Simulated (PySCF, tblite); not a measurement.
**C7H8F radical: geometry, infrared bands and EPR parameters**

Aim: predict the infrared bands and EPR parameters of C7H8F radical (`F[C@@H]1[CH]CC=CC=C1`).

The runs use tblite 0.8.0 and PySCF 2.14.0, with density-fitted response routines of our own; the level of theory stands in each step. All values are computed, except where a source is named. Atoms count from 0, in the outputs and in this text.

## (1) Starting geometry

16 atoms, charge 0, multiplicity 2; geometry from: force field or distance geometry start.

Bonds of the start (Å): F0–C1 1.36, C1–C2 1.47, C2–C3 1.49, C3–C4 1.50, C4–C5 1.34, C5–C6 1.44, C6–C7 1.34, C7–C1 1.50, C1–H8 1.10, C2–H9 1.09, C3–H10 1.10, C3–H11 1.08, C4–H12 1.09, C5–H13 1.10, C6–H14 1.08, C7–H15 1.09.

## (2) Geometry optimisation with GFN2-xTB

The job: settings as JSON, then the geometry in Å.

```
{"job": {"kind": "relax", "xc": "GFN2-xTB", "basis": "xTB"}, "charge": 0, "multiplicity": 2}
F     -1.199100    -2.568600     0.002000
C     -0.646000    -1.353200     0.281900
C     -1.288000    -0.325800    -0.542000
C     -1.157900     1.129800    -0.238800
C      0.214500     1.610700     0.134900
C      1.387200     0.971700     0.211900
C      1.688200    -0.414800    -0.036700
C      0.832200    -1.438500     0.034900
H     -0.825100    -1.185200     1.356700
H     -2.103000    -0.642400    -1.196400
H     -1.840700     1.362400     0.592900
H     -1.505700     1.693000    -1.097100
H      0.231900     2.682000     0.358500
H      2.271200     1.564700     0.482000
H      2.731300    -0.628800    -0.236200
H      1.201300    -2.448100    -0.119700
```

The run is started by

```bash
$ OMP_NUM_THREADS=1 python probes_run.py task.json out
```

This one command runs all jobs of the session in turn.

Log:

```text
step      E/eV     max force
  0    -644.19365    1.079
  1    -644.22879    0.411
  2    -644.23319    0.260
  3    -644.23705    0.167
  4    -644.24272    0.161
  5    -644.24612    0.185
  6    -644.24930    0.132
  7    -644.25157    0.140
  8    -644.25364    0.110
  9    -644.25558    0.150
 10    -644.25758    0.118
 11    -644.25970    0.109
 12    -644.26222    0.115
 13    -644.26483    0.145
 14    -644.26681    0.113
 15    -644.26799    0.078
 16    -644.26895    0.077
 17    -644.27040    0.106
 18    -644.27261    0.145
 19    -644.27550    0.129
 20    -644.27871    0.153
 21    -644.28256    0.171
 22    -644.28731    0.186
 23    -644.29170    0.192
 24    -644.28978    0.502
 25    -644.29735    0.127
 26    -644.29947    0.135
 27    -644.30456    0.170
 28    -644.30710    0.111
 29    -644.30966    0.096
 30    -644.31053    0.221
 31    -644.31167    0.069
 32    -644.31241    0.064
 33    -644.31299    0.085
 34    -644.31333    0.079
 35    -644.31377    0.046
 36    -644.31413    0.046
 37    -644.31442    0.046
 38    -644.31464    0.043
 39    -644.31484    0.032
 40    -644.31502    0.030
 41    -644.31519    0.038
 42    -644.31533    0.037
 43    -644.31545    0.027
 44    -644.31555    0.022
 45    -644.31563    0.027
 46    -644.31569    0.025
 47    -644.31574    0.018
 48    -644.31580    0.020
 49    -644.31587    0.024
 50    -644.31594    0.027
 51    -644.31601    0.028
 52    -644.31607    0.025
 53    -644.31613    0.025
 54    -644.31620    0.031
 55    -644.31626    0.026
 56    -644.31632    0.024
 57    -644.31638    0.025
 58    -644.31644    0.027
 59    -644.31650    0.029
 60    -644.31657    0.020
 61    -644.31664    0.019
 62    -644.31672    0.021
 63    -644.31680    0.024
 64    -644.31690    0.027
 65    -644.31704    0.037
 66    -644.31722    0.040
 67    -644.31739    0.032
 68    -644.31753    0.028
 69    -644.31763    0.026
 70    -644.31774    0.022
 71    -644.31785    0.022
 72    -644.31793    0.020
 73    -644.31797    0.015
 74    -644.31799    0.012
 75    -644.31801    0.008
```

Run time: 0.46 s. Hardware: 1 thread of Arm Neoverse V1, shared host; peak memory 0.18 GiB.

The steps of the relaxation: (not every step is listed)

```
step  energy from step 0 (eV)  largest force (eV/Å)
   0                   0.0000                1.0786
   1                  -0.0351                0.4111
   2                  -0.0395                0.2599
   3                  -0.0434                0.1673
   4                  -0.0491                0.1614
   5                  -0.0525                0.1849
   6                  -0.0556                0.1317
   7                  -0.0579                0.1397
   8                  -0.0600                0.1099
  14                  -0.0732                0.1127
  20                  -0.0851                0.1535
  26                  -0.1058                0.1349
  32                  -0.1188                0.0640
  38                  -0.1210                0.0435
  44                  -0.1219                0.0220
  50                  -0.1223                0.0272
  56                  -0.1227                0.0238
  62                  -0.1231                0.0213
  68                  -0.1239                0.0285
  70                  -0.1241                0.0217
  71                  -0.1242                0.0220
  72                  -0.1243                0.0199
  73                  -0.1243                0.0151
  74                  -0.1243                0.0116
  75                  -0.1244                0.0081
```

Distances of close pairs at the start and the end, largest changes first:

```
  bond  before (Å)  after (Å)  change (Å)
 F0–C1       1.364      1.383      +0.019
 C2–H9       1.092      1.074      -0.018
 C2–C3       1.493      1.475      -0.018
C5–H13       1.098      1.084      -0.014
 C1–C2       1.465      1.479      +0.014
C4–H12       1.095      1.083      -0.011
C3–H11       1.084      1.095      +0.011
 C5–C6       1.440      1.447      +0.007
```

The final coordinates are the input of the step that follows.

## (3) Harmonic vibrations with GFN2-xTB

The job: settings as JSON, then the geometry in Å.

```
{"job": {"kind": "ir", "xc": "GFN2-xTB", "basis": "xTB"}, "charge": 0, "multiplicity": 2}
F     -1.264122    -2.527606     0.439681
C     -0.640484    -1.293446     0.420318
C     -1.284119    -0.357511    -0.526902
C     -1.169816     1.088161    -0.257446
C      0.161781     1.568664     0.252912
C      1.338063     0.937002     0.266529
C      1.628119    -0.427438    -0.119464
C      0.771754    -1.449061    -0.066562
H     -0.667116    -0.906714     1.449348
H     -1.582043    -0.731308    -1.488914
H     -1.915919     1.391031     0.496904
H     -1.409278     1.654152    -1.163140
H      0.138812     2.600637     0.581657
H      2.206981     1.508293     0.572680
H      2.642372    -0.612333    -0.447240
H      1.037416    -2.433580    -0.421771
```

Log:

```text
mode    cm-1     km/mol
  1      79.2      3.49
  2     170.1      1.78
  3     242.2      1.06
  4     269.4      1.75
  5     318.9      1.48
  6     378.1      2.97
  7     421.8     10.73
  8     449.2     26.82
  9     501.9     19.36
 10     622.1      0.89
 11     703.2     43.84
 12     806.0      1.29
 13     815.6      1.15
 14     884.0      5.08
 15     895.6      6.94
 16     905.5      3.81
 17     928.4      0.52
 18     986.9     26.54
 19    1016.2     46.32
 20    1036.6     33.73
 21    1074.7      6.77
 22    1140.1      4.54
 23    1167.6      0.93
 24    1192.5      1.06
 25    1205.0      1.23
 26    1231.9      7.62
 27    1251.1      5.42
 28    1298.0      7.38
 29    1311.5      0.60
 30    1344.8      6.21
 31    1381.7      8.05
 32    1431.1      9.02
 33    1637.7      9.04
 34    1678.8      1.37
 35    2808.8     26.69
 36    2865.7     32.30
 37    2946.2     23.14
 38    3031.3     12.47
 39    3047.6     60.00
 40    3060.9     28.18
 41    3085.4     20.34
 42    3137.5     19.82
```

Run time: 0.49 s. Hardware: 1 thread of Arm Neoverse V1, shared host; peak memory 0.18 GiB.

Which atoms move in the most intense modes:

```
cm⁻¹  km/mol                                   atoms
 449    26.8                                 H9 20 %
 703    43.8  H12 21 %, H14 17 %, H13 15 %, H15 12 %
1016    46.3               C1 32 %, F0 13 %, C2 10 %
1037    33.7                        C1 38 %, C7 13 %
2809    26.7                                H10 92 %
2866    32.3                                 H8 93 %
3048    60.0                      H12 64 %, H13 23 %
3061    28.2                                H14 79 %
```

## (4) g tensor and hyperfine couplings: B3LYP/pcH-1

Same as in step 3 but for these lines:

```diff
@@ -1,2 +1,2 @@
-{"job": {"kind": "ir", "xc": "GFN2-xTB", "basis": "xTB"}, "charge": 0, "multiplicity": 2}
+{"job": {"kind": "epr", "basis": "pcH-1"}, "charge": 0, "multiplicity": 2}
 F     -1.264122    -2.527606     0.439681
```

With the program's defaults for keys left out, this is: UKS B3LYP, pcH-1 on C F H, non-relativistic, mean-field spin-orbit, GIAO.

Log:

```text
UKS, coarse grid
  cycle   1  E = -371.25605987  |g| = 4.16e-01
  cycle   2  E = -371.22312703  |g| = 5.57e-01
  cycle   3  E = -371.32446965  |g| = 6.94e-02
  cycle   4  E = -371.32582269  |g| = 4.20e-02
  cycle   5  E = -371.32665601  |g| = 1.09e-02
  cycle   6  E = -371.32670950  |g| = 5.77e-03
  cycle   7  E = -371.32672851  |g| = 1.21e-03
  cycle   8  E = -371.32672942  |g| = 4.62e-04
UKS, final grid
  cycle   1  E = -371.32674225  |g| = 5.64e-04
  cycle   2  E = -371.32674207  |g| = 8.73e-04
  cycle   3  E = -371.32674244  |g| = 1.41e-04
  cycle   4  E = -371.32674246  |g| = 5.97e-05
  cycle   5  E = -371.32674247  |g| = 3.36e-05
  cycle   6  E = -371.32674248  |g| = 1.40e-05
E = -371.32674248 Eh   <S^2> = 0.7550 (exact 0.7500)
g shifts (ppm)      1          2          3
  rmc          -154       -154       -154
  gc             43         11         29
  oz_so        -400        211        675
  total        -511         68        551
hyperfine (MHz)  atom isotope    a_iso     a_fc   dipolar eigenvalues
    0   19F      64.02      64.02    -28.14    -23.45     51.59
    1   13C     -26.60     -26.60     -2.72     -1.01      3.72
    2   13C      94.37      94.37    -79.60    -79.15    158.75
    3   13C     -34.54     -34.54     -2.04     -0.20      2.25
    4   13C      51.38      51.38     -5.99     -2.65      8.64
    5   13C      -4.74      -4.74     -3.02      0.81      2.21
    6   13C       4.53       4.53     -5.69     -4.05      9.74
    7   13C      56.83      56.83     -8.81     -2.44     11.25
    8    1H      25.22      25.22     -5.58     -4.03      9.61
    9    1H     -54.97     -54.97    -37.75     -0.76     38.51
   10    1H     152.72     152.72     -5.54     -3.74      9.28
   11    1H      14.92      14.92     -4.82     -3.99      8.81
   12    1H       2.45       2.45     -3.35     -1.84      5.19
   13    1H       6.30       6.30     -1.46     -0.35      1.82
   14    1H      -3.71      -3.71     -3.42     -1.28      4.70
   15    1H      12.85      12.85     -3.61     -0.84      4.45
```

Wall time 83 s (1 thread of Arm Neoverse V1, shared host); peak memory 0.97 GiB.

Principal g values 2.00181, 2.00239, 2.00287; g(iso) = 2.00236, against 2.00232 for a free electron.

Hyperfine couplings, nucleus by nucleus at this fixed geometry (no averaging over rotations):

```
nuclei  isotope  a(iso) (MHz)  a(iso) (G, at g = 2.0023)  largest dipolar term (MHz)
   H10       1H         152.7                       54.5                         9.3
    C2      13C          94.4                       33.7                       158.8
    F0      19F          64.0                       22.8                        51.6
    C7      13C          56.8                       20.3                        11.3
    H9       1H         -55.0                      -19.6                        38.5
    C4      13C          51.4                       18.3                         8.6
    C3      13C         -34.5                      -12.3                         2.2
    C1      13C         -26.6                       -9.5                         3.7
    H8       1H          25.2                        9.0                         9.6
   H11       1H          14.9                        5.3                         8.8
   H15       1H          12.8                        4.6                         4.4
   H13       1H           6.3                        2.2                         1.8
    C5      13C          -4.7                       -1.7                        -3.0
    C6      13C           4.5                        1.6                         9.7
```

Mulliken spin populations:

F0 0.01; C1 -0.05; C2 0.99; C3 -0.08; C4 0.06; C5 -0.02; C6 0.06; C7 0.00; H8 0.01; H9 -0.04; H10 0.06; H11 0.01; H12 0.00; H13 0.00; H14 0.00; H15 0.01

In first order the couplings over 0.8 MHz of 1H, 19F give 512 distinct lines over 120.3 G.

The fields below are evaluated on a grid from the run's orbitals.

ELF in a plane through or near 6 of the atoms.

Values, 10 rows by 14 columns:
```
0.00 0.00 0.00 0.00 0.00 0.00 0.00 0.00 0.00 0.00 0.00 0.00 0.00 0.00
0.00 0.00 0.00 0.00 0.01 0.07 0.00 0.00 0.00 0.00 0.00 0.00 0.00 0.00
0.00 0.00 0.00 0.01 0.89 1.00 0.74 0.04 0.34 0.17 0.01 0.00 0.00 0.00
0.00 0.00 0.02 0.03 0.07 0.83 0.58 0.67 0.63 0.44 0.11 0.04 0.00 0.00
0.00 0.00 0.94 1.00 0.88 0.70 0.67 0.31 0.72 0.61 0.74 0.58 0.04 0.00
0.00 0.00 0.24 0.57 0.41 0.83 0.16 0.14 0.52 0.83 0.04 0.01 0.00 0.00
0.00 0.00 0.00 0.16 0.91 0.95 0.46 0.65 0.66 0.72 0.84 0.56 0.02 0.00
0.00 0.00 0.00 0.21 0.89 0.70 0.16 0.68 0.06 0.37 0.61 0.13 0.00 0.00
0.00 0.00 0.00 0.00 0.01 0.00 0.02 0.13 0.03 0.00 0.00 0.00 0.00 0.00
0.00 0.00 0.00 0.00 0.00 0.00 0.00 0.00 0.00 0.00 0.00 0.00 0.00 0.00
```
The map spans 10.3 Å across and 10.2 Å up, centred on the molecule. Atoms in the plane (x, y in Å): F0 (2.3, -1.6), C1 (1.2, -0.8), C4 (-1.5, 0.4), H10 (-1.7, -1.6), H12 (-2.6, 0.6), H13 (-1.2, 2.4).

log10 of the density (e/Å³) in the same plane.

Ten even steps from ' ' (-4.0) to '@' (0.8):
```
                                                        
                    ....                                
                ..::::::::::..........                  
            ..::--==++++==------------::..              
          ..::--++**####**++++++++++==--::::            
        ....--==++##%%%%##**********++==----....        
      ..::--====++##%%%%%%%%########**++====--::..      
    ..::==++****####%%%%%%%%####%%####****++==--::      
    ..--++**##%%%%%%%%%%%%######%%%%%%##****++==::..    
    ..--++**##%%%%@@@@%%##******##%%%%##****++==::..    
    ..::==++****##%%%%##******##%%%%%%##**++==--::      
      ..::--==++##%%%%########%%@@@@%%%%%%##**==::      
      ..::--==**##%%%%%%######%%%%%%%%@@@@%%**++--      
        ::--==++##%%%%##****####**##%%@@@@%%**++--      
        ..::--==++****++++++++++++++**####**++==..      
          ..::--======================++++==--::        
            ....::::::::::------::::::::::..            
                            ....                        
                                                        
                                                        
```
The map spans 10.3 Å across and 10.2 Å up, centred on the molecule. Atoms in the plane (x, y in Å): F0 (2.3, -1.6), C1 (1.2, -0.8), C4 (-1.5, 0.4), H10 (-1.7, -1.6), H12 (-2.6, 0.6), H13 (-1.2, 2.4).

On the surface of density 0.002 e/bohr³ the electrostatic potential runs, from the 1st to the 99th percentile, from -1.16 V near F0 to 0.88 V near H12.

The spin density lies nearest to C2 61 %; H9 9 %; H10 6 %.

## (5) Results

```
                                                                  quantity                 value
                                 strongest single infrared mode (GFN2-xTB)  3048 cm⁻¹, 60 km/mol
                                              zero-point energy (GFN2-xTB)         78.3 kcal/mol
                                                            g(iso) (B3LYP)               2.00236
                                                                      ⟨S²⟩    0.755 (exact 0.75)
                                                            largest a(iso)  1H on H10, 152.7 MHz
potential on the surface of density 0.002 e/bohr³, 1st and 99th percentile    -1.16 V and 0.88 V
```

In words: The optimisation took 75 steps and gained 0.124 eV; among the close pairs (by a distance rule), F0–C1 changed most, from 1.364 to 1.383 Å. No mode is imaginary among the 42: a minimum at this level. The strongest single mode, at 3048 cm⁻¹, moves mainly H12. GFN2-xTB is a fitted tight-binding method: band positions and strengths are rough. Its intensities can rank the bands wrongly. C2 carries the largest spin population, 0.99 e. The isotropic g lies 0.0 ppt above the free-electron value. These values are for one conformer; the search (at its own cheap level) found 2 more, at 0.00, 1.85 kcal/mol (those within 0.05 may be mirror or relabelled copies), and measured spectra average over such forms.
